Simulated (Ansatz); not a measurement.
# H9OSi3: the cost of one run

The runs use Ansatz 0.2.0, Gaussian basis; PBE0-D4, def2-SVP first, then def2-TZVP.

152 further runs of the same task are left out: 152 set aside as unsound or not needed.

## Step 1: The system as given

The guess: 13 atoms, charge 0, spin multiplicity 2.

Atoms are counted from 1 here; the program's logs count them from 0.

Bond lengths: Si2–O3 1.623 Å, Si2–H6 1.453 Å, Si2–H7 1.454 Å, O3–Si4 1.615 Å, Si4–H8 1.462 Å, Si4–H9 1.461 Å, Si4–H10 1.462 Å, Si5–H11 1.455 Å, Si5–H12 1.457 Å, Si5–H13 1.457 Å. Angles: O3–Si2–H6 106.6°, O3–Si2–H7 106.8°, H6–Si2–H7 116.1°, Si2–O3–Si4 159.5°, O3–Si4–H8 108.2°, O3–Si4–H9 104.3°, O3–Si4–H10 107.9°, H8–Si4–H9 112.4°, H8–Si4–H10 111.5°, H9–Si4–H10 112.2°, H11–Si5–H12 112.4°, H11–Si5–H13 112.2°, H12–Si5–H13 111.7°.

Geometry (Å):

```
H     0.7433   -1.1080   -0.5148
Si    1.3572   -0.5603    1.1956
O     0.2938    0.6564    1.3480
Si   -0.9189    1.6602    0.9863
Si   -0.2119   -1.2212   -2.0366
H     2.6810    0.0384    1.2214
H     1.0632   -1.5106    2.2554
H    -2.1060    0.8570    0.6973
H    -1.0799    2.4781    2.1867
H    -0.5136    2.4538   -0.1730
H    -0.8069    0.0914   -2.2383
H    -1.2127   -2.2578   -1.8222
H     0.7113   -1.5774   -3.1059
```

Distances that are to change: H1–Si5 1.80 Å, H1–Si2 1.90 Å.

## Step 2: Relaxing the guess with the reacting distances held

hold/in.yaml

```yaml
crystal:
  periodic: [false, false, false]
  atoms:
    - {symbol: H, position_ang: [0.743300, -1.108000, -0.514800]}
    - {symbol: Si, position_ang: [1.357200, -0.560300, 1.195600]}
    - {symbol: O, position_ang: [0.293800, 0.656400, 1.348000]}
    - {symbol: Si, position_ang: [-0.918900, 1.660200, 0.986300]}
    - {symbol: Si, position_ang: [-0.211900, -1.221200, -2.036600]}
    - {symbol: H, position_ang: [2.681000, 0.038400, 1.221400]}
    - {symbol: H, position_ang: [1.063200, -1.510600, 2.255400]}
    - {symbol: H, position_ang: [-2.106000, 0.857000, 0.697300]}
    - {symbol: H, position_ang: [-1.079900, 2.478100, 2.186700]}
    - {symbol: H, position_ang: [-0.513600, 2.453800, -0.173000]}
    - {symbol: H, position_ang: [-0.806900, 0.091400, -2.238300]}
    - {symbol: H, position_ang: [-1.212700, -2.257800, -1.822200]}
    - {symbol: H, position_ang: [0.711300, -1.577400, -3.105900]}
basis:
  gaussian: {orbitals: def2-SVP}
magnetization: {spin_polarized: true, initial_magnetization: 1}
hamiltonian: {xc: pbe0, dispersion: d4}
relax: {f_tol: 0.04, max_steps: 150, escape_saddle: false, constraints: [{distance: [0, 4]}, {distance: [0, 1]}]}
```

The run is started by

```
$ ansatz run in.yaml --threads 4 --pin off --events-out ev --progress --plain --max-ram 46080MiB --backend cpu
```

**Question.** How long does this run take on 4 threads of AMD EPYC 7R13, shared host?

About 14 s.
